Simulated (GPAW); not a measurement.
MgTiNbO4:

```xyz
7
Lattice="4.7103 -2.1029 0.0000 4.7103 2.1029 0.0000 -1.8668 0.0000 3.7668" Properties=species:S:1:pos:R:3 pbc="T T T"
Nb    0.0627    0.0000    0.0350
Ti    6.6661    0.0000    0.9684
Mg    3.8397    0.0000    1.9189
O     2.0140    0.0000    1.0003
O     4.7693    0.0000    0.0325
O     5.6712    0.0000    2.8240
O    -0.8670    0.0000    1.9204
```

The cell comes from a database or a generator and needn't be the stable form of this composition.

Base run:

- Program: GPAW 26.7.0
- Functional: LDA
- Potentials or basis: the program's PAW data sets (release 1.2.1) made for this functional
- Cutoff: 800 eV
- Basis: pw
- k mesh: 5 × 5 × 5
- Occupations: fermi-dirac, width 0.05 eV
- Spin: no spin polarisation

Its results: pressure -15.9 GPa; largest force 0.440 eV/Å.

Task: After a change of settings the same cell gave: pressure -21.1 GPa; largest force 0.433 eV/Å. Which change was it?
A. cutoff from 800 eV to 600 eV
B. functional from LDA to PBEsol; potentials or basis from the program's PAW data sets (release 1.2.1) made for this functional to PAW data sets generated in the run's folder for this functional
C. functional from LDA to PBE; potentials or basis from the program's PAW data sets (release 1.2.1) made for this functional to GPAW PAW data sets (gpaw-data 1.2.1); cutoff from 800 eV to 600 eV
D. functional from LDA to PBE; potentials or basis from the program's PAW data sets (release 1.2.1) made for this functional to GPAW PAW data sets (gpaw-data 1.2.1)

Result: A.

Caveats: an odd number of electrons without spin polarisation forces a metal; a magnetic or distorted state may lie lower; the cutoff is short for stress and forces, so pressures can be off by a GPa or more (some runs); so large a pressure means that the cell lies far from this level's equilibrium, or that cutoff or potentials fall short (some runs).

Not every run made on this cell is shown here.
